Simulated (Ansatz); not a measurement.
# AlClFHS: how energies converge with the basis set

The task here is to estimate one member of a computed series from the others.

Program: Ansatz 0.2.0, Gaussian basis. Level of theory: one geometry, several basis sets. These are calculated values, not measurements.

The runs, in order: PBE0-D4/def2-SVP; ωB97M-V/def2-SVP; PBE0-D4/def2-QZVPP; ωB97M-V/def2-QZVPP; the functionals' def2-TZVPP values are taken from earlier runs.

**Structure used throughout**

The geometry comes from an earlier relaxation with PBE0-D4 in a triple-zeta def2 set; it is a stationary point.

SMILES `[F][Al]([SH])[Cl]`, 5 atoms, charge 0, spin multiplicity 1.

Atoms are counted from 1 here; the program's logs count them from 0.

Bond lengths: F1–Al2 1.637 Å, Al2–S3 2.155 Å, Al2–Cl4 2.076 Å, S3–H5 1.345 Å. Angles: F1–Al2–S3 118.4°, F1–Al2–Cl4 119.2°, S3–Al2–Cl4 122.4°, Al2–S3–H5 91.8°.

The first run:

File in.yaml:

```yaml
crystal:
  periodic: [false, false, false]
  atoms:
    - {symbol: F, position_ang: [-1.074772, -1.532306, 1.119976]}
    - {symbol: Al, position_ang: [-0.434546, -0.368733, 0.162645]}
    - {symbol: S, position_ang: [1.608236, 0.228143, 0.503509]}
    - {symbol: Cl, position_ang: [-1.607462, 0.476178, -1.327980]}
    - {symbol: H, position_ang: [1.558343, 1.123119, -0.499550]}
basis:
  gaussian: {orbitals: def2-SVP}
hamiltonian: {xc: pbe0, dispersion: d4}
output: {orbitals: {seedname: orbitals}}
```

Steps of the session up to this table: PBE0-D4 in def2-SVP; ωB97M-V in def2-SVP; PBE0-D4 in def2-QZVPP; ωB97M-V in def2-QZVPP.

One of the session's tables, all rows but one given; the rest of the session is left out.

It belongs to the step «Density functionals: the series». 

```
functional       basis  HOMO (eV)
   PBE0-D4    def2-SVP      -8.19
   PBE0-D4  def2-TZVPP      -8.31
   PBE0-D4  def2-QZVPP      -8.34
   ωB97M-V    def2-SVP          ?
   ωB97M-V  def2-TZVPP     -10.49
   ωB97M-V  def2-QZVPP     -10.53
```

Q: Estimate the row for ωB97M-V, def2-SVP from the others.

As computed: HOMO (eV): -10.32. In the column «HOMO (eV)» it lies between ωB97M-V, def2-TZVPP (-10.49) and PBE0-D4, def2-QZVPP (-8.34).
